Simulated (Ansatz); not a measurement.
Task: a cohesive energy from free atoms of CaMg and its free atoms, with Ansatz 0.2.0, Python API. Give the script and its output. Level of theory (first run): PBEsol, PAW, cutoff 460 eV, 6×6×7 k-points, cold smearing of 0.02 eV.

`cohesive_camg.py`:
```python
from collections import Counter
import warnings

import ansatz as az

PHASES = {
    "CaMg": (
        [(4.027372, 0.0, 0.0), (0.0, 4.027372, 0.0), (0.0, 0.0, 3.861624)],
        [
            ("Ca", (0.0, 0.0, 0.5)),
            ("Mg", (0.5, 0.5, 0.0)),
        ],
    ),
}


def build(vectors, sites):
    crystal = az.Crystal(lattice=az.Lattice.of(vectors))
    for symbol, position in sites:
        crystal = crystal.atom(symbol, position)
    return crystal


def counts(outcome):
    return Counter(site.symbol for site in outcome.lattice.sites)

UNPAIRED = {"Ca": 0, "Mg": 0}  # unpaired electrons of the free atoms


def compute(name, crystal):
    calc = (
        crystal.calculation()
        .functional("pbesol")
        .basis(460)
        .kpoints(spacing=0.27)
        .occupations("cold", width=0.02)
    )
    if name.endswith(" atom"):
        calc = calc.kpoints(1, 1, 1).occupations("fermi_dirac", width=0.01)
        if UNPAIRED[name.split()[0]]:
            calc = calc.spin("collinear")
        return calc.run(threads=1)
    calc = calc.relax(force_tolerance=0.01, cell=True)
    return calc.run(threads=1)

warnings.simplefilter("ignore", az.DeckWarning)

phases = {name: build(*cell) for name, cell in PHASES.items()}
for element, moment in UNPAIRED.items():
    phases[f"{element} atom"] = az.Lattice.orthorhombic(10.0, 10.5, 11.0).atom(element, (0.5, 0.5, 0.5), moment=moment or None)

done = {}
for name, crystal in phases.items():
    done[name] = compute(name, crystal)
    print(f"{name}: {done[name].report['energy_sigma0_ev']:.4f} eV, {len(done[name].lattice.sites)} atoms")

print({element: round(done[f"{element} atom"].report["magnetization_mub"], 2) for element in UNPAIRED}, "muB on the free atoms")
solid = done["CaMg"]
n = counts(solid)
binding = (sum(k * done[f"{e} atom"].report["energy_sigma0_ev"] for e, k in n.items()) - solid.report["energy_sigma0_ev"]) / sum(n.values())
print(f"cohesive energy {binding:.3f} eV/atom = {96.4853 * binding:.0f} kJ/mol of atoms (no zero-point energy)")
```

```console
$ python cohesive_camg.py
CaMg: -3705.9660 eV, 2 atoms
Ca atom: -1791.6472 eV, 1 atoms
Mg atom: -1910.3431 eV, 1 atoms
{'Ca': 0.0, 'Mg': 0.0} muB on the free atoms
cohesive energy 1.988 eV/atom = 192 kJ/mol of atoms (no zero-point energy)
```

Total energies depend on the potentials; only differences at equal settings carry meaning. Other magnetic orders than the one started from may lie lower. For the metals among these phases the mesh is modest: differences between phases can be off by up to 40 meV an atom. The cells come from databases of deposited and of computed structures, and not all need be stable phases. Free atoms in a box carry small image and symmetry errors, and spin-orbit coupling is left out. Hardware and time: 13 s on 1 thread of Arm Neoverse V1 (shared host), peak memory 0.66 GiB.

(Lines on the test bed's own set-up are left out of the output.)
